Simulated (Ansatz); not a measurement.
# HgPt3 (Cmmm): equation of state with a fit in Python

Aim: an equation of state with a fit, for HgPt3 (Cmmm), run from a script.

Program: Ansatz 0.2.0, driven from Python. Level of theory: DFT LDA, plane waves, PAW. These are calculated values, not measurements.

## 1. The system

It takes space group Cmmm (No. 65, orthorhombic). Conventional cell: a = 5.829 Å, b = 7.945 Å, c = 2.906 Å, α = 90.00°, β = 90.00°, γ = 90.00°. Around Hg (site symmetry mmm) lie 10 Pt at 2.86 to 2.91 Å and 2 Hg at 2.91 Å. Pt (site symmetry mmm) is surrounded by 10 Pt at 2.86 to 2.91 Å and 2 Hg at 2.91 Å. Pt (site symmetry 2/m) is surrounded by 4 Hg at 2.86 Å and 8 Pt at 2.86 to 2.91 Å.

The script holds or builds the structure itself.

## 2. Script

The input, eos_hgpt3.py:

```python
'''Bulk modulus of HgPt3 from an E(V) curve.'''

import warnings

import ansatz as az
import numpy as np
from scipy.optimize import curve_fit

VECTORS = np.array([
    [2.914379, -3.972594, 0.0],
    [2.914379, 3.972594, 0.0],
    [0.0, 0.0, 2.905684],
])
SITES = [
    ('Hg', (0.0, 0.0, 0.0)),
    ('Pt', (0.5, 0.5, 0.0)),
    ('Pt', (0.0, 0.5, 0.5)),
    ('Pt', (0.5, 0.0, 0.5)),
]


def build(cell):
    crystal = az.Crystal(lattice=az.Lattice.of(cell))
    for symbol, position in SITES:
        crystal = crystal.atom(symbol, position)
    return crystal

def vinet(v, e0, v0, b0, b1):
    eta = (v / v0) ** (1 / 3)
    return e0 + 2 * b0 * v0 / (b1 - 1) ** 2 * (2 - (5 + 3 * b1 * (eta - 1) - 3 * eta) * np.exp(-1.5 * (b1 - 1) * (eta - 1)))


def main() -> None:
    warnings.simplefilter('ignore', az.DeckWarning)

    # uniform scaling of the cell
    volumes, energies, pressures = [], [], []
    for scale in np.linspace(0.9, 1.1, 9):
        cell = VECTORS * scale ** (1 / 3)
        base = (
            build(cell).calculation()
            .functional(az.Functional.LDA)
            .basis(31 * az.Ry)
            .occupations(az.OccupationsMethod.GAUSSIAN)
            .scf(tolerance=1e-09)
            .kpoints(5, 5, 8)
            .stress()
        )
        r = base.run().report
        volumes.append(abs(np.linalg.det(cell)) / len(SITES))
        energies.append(r['free_energy_ev'] / len(SITES))
        pressures.append(np.trace(r['stress_gpa']) / 3)
        print(f'V = {volumes[-1]:8.4f} A^3/atom  F = {energies[-1]:.5f} eV/atom  P = {pressures[-1]:8.3f} GPa')

    guess = (min(energies), volumes[int(np.argmin(energies))], 0.5, 4.5)
    (e0, v0, b0, b1), _ = curve_fit(vinet, np.array(volumes), np.array(energies), p0=guess, maxfev=20000)
    print(f'Vinet fit: V0 = {v0:.4f} A^3/atom, B0 = {160.21766 * b0:.1f} GPa, B1 = {b1:.2f}')
    print('largest residual', round(1000 * float(np.abs(vinet(np.array(volumes), e0, v0, b0, b1) - energies).max()), 3), 'meV/atom')


if __name__ == '__main__':
    main()
```

## 3. The input behind the calls

The engine receives this input (first run):

```yaml
crystal:
  lattice:
    - [2.8138019872175706, -3.835497336348017, 0.0]
    - [2.8138019872175706, 3.835497336348017, 0.0]
    - [0.0, 0.0, 2.8054070570184244]
  atoms:
    - { symbol: Hg, position: [0.0, 0.0, 0.0] }
    - { symbol: Pt, position: [0.5, 0.5, 0.0] }
    - { symbol: Pt, position: [0.0, 0.5, 0.5] }
    - { symbol: Pt, position: [0.5, 0.0, 0.5] }
basis:
  ecutwfc: 421.77648681281397
kpoints:
  mp_grid:
    grid: [5, 5, 8]
hamiltonian:
  xc: lda
scf:
  convergence:
    dr2_threshold: 1.0e-09
  occupations:
    method: gaussian
output:
  stress: true
```

## 4. Launch

Command:

```bash
$ python eos_hgpt3.py
```

**Question.** Where does the minimum lie against the volume typed, and how stiff is the crystal?

As calculated:

```
                      quantity            value
                 runs compared                9
               range of energy  284.03 meV/atom
lowest point, volume (Å³/atom)           15.559
      equilibrium volume (fit)    15.64 Å³/atom
            bulk modulus (fit)          251 GPa
```

What this shows: A third-order Birch-Murnaghan fit through the 9 points (the script's own form differs a little) has its minimum at 15.64 Å³ an atom, 7.0 % below the typed cell, with a bulk modulus of 251 GPa and dB/dP = 5.6. From that minimum the energy rises by 13.6 meV an atom on the compressed side and 284.4 meV on the expanded side. The window is off centre, so dB/dP is rough. Notes:
- Shape and fractional positions are held along the curve, so the bulk modulus is an upper value where they are free to relax, by a factor of two or more in layered or hydrogen-bonded cells.
- For a metal this k-point mesh is coarse: on a finer one energies can move by several to tens of meV an atom and pressures by half a GPa or more, differences at one mesh by less.
- The program warned that this SCF threshold is loose for forces or stresses.
- Pressure is positive in compression.
- Spin-orbit coupling, which matters for elements this heavy, is left out.
- At these settings the cell as given stands under about -15 GPa, so it isn't at this functional's equilibrium volume.
- This cell is a computed structure, which may not be the phase found in nature.
